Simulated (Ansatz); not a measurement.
# Cl3H2Sn: the cost of one run

Program: Ansatz 0.2.0. Level of theory: UKS PBE/def2-SVP. These are calculated values, not measurements.

## 1. The system as given

Bond lengths: Sn1–H2 1.990 Å, Sn1–Cl3 2.410 Å, Sn1–Cl4 2.408 Å, Sn1–Cl5 2.408 Å. Angles: H2–Sn1–Cl3 109.4°, H2–Sn1–Cl4 109.5°, H2–Sn1–Cl5 109.5°, Cl3–Sn1–Cl4 109.5°, Cl3–Sn1–Cl5 109.5°, Cl4–Sn1–Cl5 109.5°.

As a file:

```xyz
6

Sn    0.0000    0.0000    0.0000
H     0.0000    0.0000    1.9900
Cl    2.2726    0.0000   -0.8025
Cl   -1.1351    1.9666   -0.8025
Cl   -1.1351   -1.9666   -0.8025
H     0.0000    0.0000    2.9500
```

## 2. Pulling towards end A

Springs on the bonds that form and break draw the guess towards this end; the thresholds are loose.

input.yaml

```yaml
crystal:
  periodic: [false, false, false]
  atoms:
    - { symbol: Sn, position_ang: [0.0, 0.0, 0.0] }
    - { symbol: H, position_ang: [0.0, 0.0, 1.99] }
    - { symbol: Cl, position_ang: [2.2726, 0.0, -0.8025] }
    - { symbol: Cl, position_ang: [-1.1351, 1.9666, -0.8025] }
    - { symbol: Cl, position_ang: [-1.1351, -1.9666, -0.8025] }
    - { symbol: H, position_ang: [0.0, 0.0, 2.95] }
magnetization:
  spin_polarized: true
  initial_magnetization: 1
basis:
  gaussian: { orbitals: def2-SVP }
hamiltonian:
  xc: pbe
relax:
  f_tol: 0.15
  max_steps: 25
  restrain:
    - { distance: [1, 5], at: 1.86, k: 30.0 }
    - { distance: [0, 1], at: 1.74, k: 30.0 }
```

Command:

```console
$ ansatz run input.yaml --threads 2 --pin off --max-ram 3072MiB --backend cpu --events-out ev --progress --plain --runs-dir out
```

Q: Estimate wall time and peak memory on 2 threads of Intel Xeon 6975P-C (Granite Rapids), shared host.

About 9.3 s, with a peak of 0.21 GiB.
